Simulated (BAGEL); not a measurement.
**triplet SiN2H5OF at 3 levels**

We compute a comparison of 3 runs (UHF/3-21G, ROHF/6-31G*, ROHF/cc-pVDZ) of triplet SiN2H5OF. 

The results are computed with BAGEL 1.2.2.

**1. The system as given**

The species is SiN2H5OF (10 atoms), meant as a triplet with charge 0. SMILES of the parent species: `N[Si](N)(O)F`. The shape is that of a PBE0-D4/def2-TZVP optimisation. This is one conformer, not always the lowest. That shape belongs to the parent species and isn't relaxed for this state.

Bond lengths: N1–Si2 1.685 Å, Si2–N3 1.695 Å, Si2–O4 1.637 Å, Si2–F5 1.605 Å, N1–H6 1.004 Å, N1–H7 1.005 Å, N3–H8 1.005 Å, N3–H9 1.005 Å, O4–H10 0.958 Å. Some angles: N1–Si2–N3 109.0°, N1–Si2–O4 103.8°, N1–Si2–F5 116.8°, N3–Si2–O4 119.6°, N3–Si2–F5 102.6°, O4–Si2–F5 105.7°, Si2–N1–H6 122.0°, Si2–N1–H7 121.9°, Si2–N3–H8 121.3°, Si2–N3–H9 121.7°.

**2. The energy at UHF/3-21G (density fitting with cc-pvqz-jkfit) (run 1)**

calc.json reads:

```json
{ "bagel" : [

{
  "title" : "molecule",
  "basis" : "3-21g",
  "df_basis" : "cc-pvqz-jkfit",
  "angstrom" : true,
  "geometry" : [
    { "atom" : "N", "xyz" : [   -0.415800,    1.495400,   -0.024800 ] },
    { "atom" : "Si", "xyz" : [    0.063400,   -0.096400,   -0.298300 ] },
    { "atom" : "N", "xyz" : [   -0.488700,   -1.065100,    0.977800 ] },
    { "atom" : "O", "xyz" : [    1.671000,    0.022600,   -0.585100 ] },
    { "atom" : "F", "xyz" : [   -0.553900,   -0.827100,   -1.586600 ] },
    { "atom" : "H", "xyz" : [   -1.328300,    1.723100,    0.327300 ] },
    { "atom" : "H", "xyz" : [    0.046600,    2.272000,   -0.464100 ] },
    { "atom" : "H", "xyz" : [   -0.741200,   -2.027100,    0.831100 ] },
    { "atom" : "H", "xyz" : [   -0.238900,   -0.873700,    1.932500 ] },
    { "atom" : "H", "xyz" : [    2.068800,   -0.674900,   -1.106900 ] }
  ]
},
{
  "title" : "uhf",
  "nopen" : 2
},
{
  "title" : "print",
  "file" : "orbitals.molden",
  "orbitals" : true
}

]}
```

Started as:

```sh
$ BAGEL_NUM_THREADS=1 BAGEL calc.json > calc.out
```

The log of the run:

```text
* using 1 threads per process

  ===============================================================
  ===============================================================

  *** Geometry ***

  { "atom" : "N", "xyz" : [     -0.785748,      2.825896,     -0.046865 ] },
  { "atom" : "Si", "xyz" : [      0.119809,     -0.182170,     -0.563705 ] },
  { "atom" : "N", "xyz" : [     -0.923509,     -2.012747,      1.847774 ] },
[... 6 lines of this table left out ...]
  { "atom" : "H", "xyz" : [      3.909465,     -1.275376,     -2.091738 ] },

  Number of auxiliary basis functions:      827

  Since a DF basis is specified, we compute 2- and 3-index integrals:
    o Being stored without compression. Storage requirement is 0.023 GB

  Number of basis functions:       59
  Number of electrons      :       50

    * METHOD: MOLECULE                             0.82

  *** Open-shell HF ***

  === Nuclear Repulsion ===
   266.0847175241

      * DIIS with orbital gradients will be used.

  === UHF iteration (3-21g) ===
      0       -571.57497374          0.05584435           0.25
      1       -571.75252415          0.03192694           0.23
      2       -571.81258312          0.02074853           0.24
[... 20 lines of this table left out ...]
     23       -571.87307880          0.00000001           0.25
    * SCF iteration converged.

    * S^2 (UHF) is 2.0042

    * Permanent dipole moment:
           (    0.199449,    -0.195139,    -0.090430) a.u.

    * METHOD: UHF                                  6.09

    * METHOD: PRINT                                0.02

  ===============================================================
```

Wall time 7.5 s (1 thread of AMD EPYC 7R43 (Zen 3), shared host); peak memory 0.13 GiB.

**3. The energy at ROHF/6-31G(d) (density fitting with cc-pvqz-jkfit, spherical functions) (run 2)**

input.json reads:

```json
{ "bagel": [

{
  "title": "molecule",
  "basis": "6-31gs.json",
  "df_basis": "cc-pvqz-jkfit",
  "angstrom": true,
  "geometry": [
    { "atom": "N", "xyz": [      -0.415800,       1.495400,      -0.024800 ] },
    { "atom": "Si", "xyz": [       0.063400,      -0.096400,      -0.298300 ] },
    { "atom": "N", "xyz": [      -0.488700,      -1.065100,       0.977800 ] },
    { "atom": "O", "xyz": [       1.671000,       0.022600,      -0.585100 ] },
    { "atom": "F", "xyz": [      -0.553900,      -0.827100,      -1.586600 ] },
    { "atom": "H", "xyz": [      -1.328300,       1.723100,       0.327300 ] },
    { "atom": "H", "xyz": [       0.046600,       2.272000,      -0.464100 ] },
    { "atom": "H", "xyz": [      -0.741200,      -2.027100,       0.831100 ] },
    { "atom": "H", "xyz": [      -0.238900,      -0.873700,       1.932500 ] },
    { "atom": "H", "xyz": [       2.068800,      -0.674900,      -1.106900 ] }
  ]
},

{
  "title": "rohf",
  "nopen": 2
},

{
  "title": "print",
  "file": "orbitals.molden",
  "orbitals": true
}

]}
```

The basis set 6-31G* is read from a file made from the Basis Set Exchange's data (not shown).

Started as:

```sh
$ BAGEL_NUM_THREADS=1 BAGEL input.json > input.out
```

The log of the run:

```text
* using 1 threads per process

  ===============================================================
  ===============================================================

  *** Geometry ***

  { "atom" : "N", "xyz" : [     -0.785748,      2.825896,     -0.046865 ] },
  { "atom" : "Si", "xyz" : [      0.119809,     -0.182170,     -0.563705 ] },
  { "atom" : "N", "xyz" : [     -0.923509,     -2.012747,      1.847774 ] },
[... 6 lines of this table left out ...]
  { "atom" : "H", "xyz" : [      3.909465,     -1.275376,     -2.091738 ] },

  Number of auxiliary basis functions:      827

  Since a DF basis is specified, we compute 2- and 3-index integrals:
    o Being stored without compression. Storage requirement is 0.047 GB

  Number of basis functions:       84
  Number of electrons      :       50

    * METHOD: MOLECULE                             1.03

  *** Open-shell HF ***

  === Nuclear Repulsion ===
   266.0847175241

      * DIIS with orbital gradients will be used.

  === ROHF iteration (6-31gs.json) ===
      0       -574.52771855          0.04877462           0.38
      1       -574.77982899          0.03102906           0.37
      2       -574.87400084          0.01966933           0.33
[... 23 lines of this table left out ...]
     26       -574.94307899          0.00000001           0.34
    * SCF iteration converged.

    * S^2 (ROHF) is 2.0000

    * Permanent dipole moment:
           (    0.115724,    -0.364571,     0.035421) a.u.

    * METHOD: ROHF                                10.18

    * METHOD: PRINT                                0.04

  ===============================================================
```

Run time: 12 s. Hardware: 1 thread of AMD EPYC 7R43 (Zen 3), shared host; peak memory 0.18 GiB.

**4. The energy at ROHF/cc-pVDZ (density fitting with cc-pvqz-jkfit) (run 3)**

input.json, as its differences from that of step 3:

```diff
@@ -4,5 +4,5 @@
   "title": "molecule",
-  "basis": "6-31gs.json",
+  "basis": "cc-pvdz.json",
   "df_basis": "cc-pvqz-jkfit",
-  "angstrom": true,
+  "angstrom": "true",
   "geometry": [
@@ -21,12 +21,5 @@
 
-{
-  "title": "rohf",
-  "nopen": 2
-},
+{ "title": "rohf", "charge": 0, "nopen": 2 },
 
-{
-  "title": "print",
-  "file": "orbitals.molden",
-  "orbitals": true
-}
+{ "title": "print", "file": "orbitals.molden", "orbitals": "true" }
```

The basis set cc-pVDZ is read from a file made from the Basis Set Exchange's data (not shown).

Started as:

```sh
$ BAGEL_NUM_THREADS=1 BAGEL input.json > input.out
```

The log of the run:

```text
* using 1 threads per process

  ===============================================================
  ===============================================================

  *** Geometry ***

  { "atom" : "N", "xyz" : [     -0.785748,      2.825896,     -0.046865 ] },
  { "atom" : "Si", "xyz" : [      0.119809,     -0.182170,     -0.563705 ] },
  { "atom" : "N", "xyz" : [     -0.923509,     -2.012747,      1.847774 ] },
[... 6 lines of this table left out ...]
  { "atom" : "H", "xyz" : [      3.909465,     -1.275376,     -2.091738 ] },

  Number of auxiliary basis functions:      827

  Since a DF basis is specified, we compute 2- and 3-index integrals:
    o Being stored without compression. Storage requirement is 0.065 GB

  Number of basis functions:       99
  Number of electrons      :       50

    * METHOD: MOLECULE                             1.11

  *** Open-shell HF ***

  === Nuclear Repulsion ===
   266.0847175241

      * DIIS with orbital gradients will be used.

  === ROHF iteration (cc-pvdz.json) ===
      0       -574.48668739          0.03667697           0.46
      1       -574.79965861          0.02613413           0.49
      2       -574.91247267          0.01464918           0.46
[... 23 lines of this table left out ...]
     26       -574.98597634          0.00000001           0.45
    * SCF iteration converged.

    * S^2 (ROHF) is 2.0000

    * Permanent dipole moment:
           (   -0.048789,    -0.681306,     0.415086) a.u.

    * METHOD: ROHF                                12.70

    * METHOD: PRINT                                0.07

  ===============================================================
```

It took 15 s on 1 thread of AMD EPYC 7R43 (Zen 3), shared host; peak memory 0.21 GiB.

**5. Overview of the runs**

| run | level | energy (Eh) | dipole moment (D) | ⟨S²⟩ | wall time |
| --- | --- | --- | --- | --- | --- |
| 1 | UHF/3-21G (density fitting with cc-pvqz-jkfit) | -571.873079 | 0.75 | 2.004 | 7.5 s |
| 2 | ROHF/6-31G* (density fitting with cc-pvqz-jkfit, spherical functions) | -574.943079 | 0.98 | 2.000 | 12 s |
| 3 | ROHF/cc-pVDZ (density fitting with cc-pvqz-jkfit) | -574.985976 | 2.03 | 2.000 | 15 s |

**6. Outcome**

```
            quantity          value
 run 3: total energy  -574.98598 Eh
run 3: dipole moment         2.03 D
         run 3: ⟨S²⟩          2.000
```

**Reading.** The dipole moment (its size) runs from 0.75 D (UHF/3-21G) to 2.03 D (ROHF/cc-pVDZ). The two ends differ in method and basis. All runs together took 34 s, the longest 15 s.
